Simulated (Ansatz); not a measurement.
**C2H3FSeTe: up Jacob's ladder to CCSD(T)**

One table from this session's results is given with a row withheld; the runs are named, their logs left out.

The runs use Ansatz 0.2.0, Gaussian basis; functionals in def2-TZVPP, the program's frozen cores in correlated methods.

The runs, in order: LDA (SPW92), PBE-D4, revPBE-D4, BLYP-D4, r2SCAN-D4, B97M-V, PBE0-D4, B3LYP-D4, r2SCANh-D4, r2SCAN0-D4, HSE06-D4, BHLYP-D4, CAM-B3LYP-D4, LC-ωPBE, ωB97X-V, ωB97M-V, B2PLYP, PBE-QIDH; CCSD(T)/def2-SVP; CCSD(T)/def2-TZVPP; MP2/def2-QZVPP; extrapolation to the limit; RPA on PBE.

### The relaxed structure

All runs share one geometry, relaxed beforehand with PBE0-D4 in a triple-zeta def2 set. Te takes the def2 core potential; no spin-orbit term is included.

SMILES `F/C([SeH])=C\[TeH]`, 8 atoms, charge 0, spin multiplicity 1.

Atoms are counted from 1 here; the program's logs count them from 0.

Bond lengths: F1–C2 1.338 Å, C2–Se3 1.897 Å, C2–C4 1.324 Å, Se3–H6 1.473 Å, C4–Te5 2.084 Å, C4–H7 1.081 Å, Te5–H8 1.654 Å. Angles: F1–C2–Se3 114.6°, F1–C2–C4 121.6°, Se3–C2–C4 123.6°, C2–Se3–H6 94.7°, C2–C4–Te5 126.7°, C2–C4–H7 118.5°, Te5–C4–H7 114.8°, C4–Te5–H8 94.2°.

Coordinates:

```tsv
atom	x (Å)	y (Å)	z (Å)
F1	-1.3135	0.0366	0.6242
C2	-0.1095	0.4281	0.1913
Se3	0.3886	2.1805	0.7189
C4	0.6146	-0.3259	-0.6217
Te5	0.0610	-2.1600	-1.4406
H6	0.3094	1.8978	2.1619
H7	1.5959	0.0225	-0.9123
H8	-1.4541	-2.1368	-0.7776
```

Set-up of the first run:

The input, in.yaml:

```yaml
crystal:
  periodic: [false, false, false]
  atoms:
    - {symbol: F, position_ang: [-1.313539, 0.036632, 0.624250]}
    - {symbol: C, position_ang: [-0.109536, 0.428139, 0.191285]}
    - {symbol: Se, position_ang: [0.388551, 2.180484, 0.718940]}
    - {symbol: C, position_ang: [0.614563, -0.325893, -0.621661]}
    - {symbol: Te, position_ang: [0.060967, -2.160012, -1.440617]}
    - {symbol: H, position_ang: [0.309443, 1.897817, 2.161903]}
    - {symbol: H, position_ang: [1.595949, 0.022520, -0.912271]}
    - {symbol: H, position_ang: [-1.454097, -2.136789, -0.777630]}
basis:
  gaussian: {orbitals: def2-TZVPP}
hamiltonian: {xc: lda}
output: {orbitals: {seedname: orbitals}}
```

The run is started by

```sh
$ ansatz run in.yaml --threads 4 --pin off --events-out ev --progress --plain --max-ram 10444MiB
```

Steps of the session up to this table: LDA; PBE-D4 (GGA); revPBE-D4 (GGA); BLYP-D4 (GGA); r2SCAN-D4 (meta-GGA); B97M-V (meta-GGA); B3LYP-D4 (hybrid); r2SCANh-D4 (hybrid); r2SCAN0-D4 (hybrid); HSE06-D4 (hybrid); BHLYP-D4 (hybrid); CAM-B3LYP-D4 (range-separated); LC-ωPBE (range-separated); ωB97X-V (range-separated); ωB97M-V (range-separated); B2PLYP (double hybrid); PBE-QIDH (double hybrid).

One table of the session follows, with a row left open; its other results are not shown here.

It belongs to the step «Frontier levels by functional». 

```
  functional  HOMO (eV)  gap (eV)
 LDA (SPW92)      -5.33      3.43
      PBE-D4      -5.16      3.44
   revPBE-D4      -5.10      3.46
     BLYP-D4      -5.00      3.38
   r2SCAN-D4          ?         ?
      B97M-V      -5.36      3.85
     PBE0-D4      -6.16      5.27
    B3LYP-D4      -5.95      4.84
  r2SCANh-D4      -5.74      4.51
  r2SCAN0-D4      -6.29      5.51
    HSE06-D4      -5.77      4.51
    BHLYP-D4      -7.00      7.00
CAM-B3LYP-D4      -7.34      7.49
     LC-ωPBE      -8.60      9.90
     ωB97X-V      -8.28      9.44
     ωB97M-V      -8.17      9.15
```

Q: Estimate the row for r2SCAN-D4 from the others.

Worked estimate for «HOMO (eV)». Against the share of exact exchange, r2SCANh-D4 (0.1, -5.74), r2SCAN0-D4 (0.25, -6.29) give a slope of -3.67 per unit share; at 0 the line stands at -5.37.

**Answer.** HOMO (eV): -5.37; gap (eV): 3.83. In «HOMO (eV)» the line misses by 0.00.
